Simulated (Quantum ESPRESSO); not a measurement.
The system is MnPt2.

```
Pt Mn
1.0
     2.85840    0.00000    0.00000
    -1.42920    2.47545    0.00000
     0.00000    0.00000    6.53250
Pt Mn
2 1
Direct
  0.66667 0.33333 0.31621
  0.33333 0.66667 0.68379
  0.00000 0.00000 0.00000
```

The cell comes from a database or a generator and needn't be the stable form of this composition.

Base run:

```yaml
Program: Quantum ESPRESSO 7.5
Functional: PBEsol
Potentials_or_basis: PseudoDojo 0.4.1 SR PBEsol standard
Cutoff: 1306 eV
Density_cutoff: 5225 eV
k_mesh: 11 × 11 × 4
Occupations: fermi-dirac, width 0.05 eV
Spin: collinear spin, ferromagnetic start
Starting_moments: "[0.0, 0.0, 4.0] μB"
```

Its results: band gap on the k mesh none (metal or under the smearing width); pressure -8.9 GPa; net moment 4.57 μB per cell; site moments Pt +0.31; Mn +3.76 μB; largest force 0.051 eV/Å.

Task: The run is repeated on the same cell with these changes: potentials or basis from PseudoDojo 0.4.1 SR PBEsol standard to GBRV 1.5 PBEsol; cutoff from 1306 eV to 612 eV; density cutoff from 5225 eV to 4898 eV; valence electrons from 51 to 47. What comes out?

Result: Band gap on the k mesh none (metal or under the smearing width); pressure -9.7 GPa; net moment 4.55 μB per cell; site moments Pt +0.31; Mn +3.74 μB; largest force 0.042 eV/Å.

Caveats: spin-orbit coupling is left out, which moves the levels of the heavy elements.
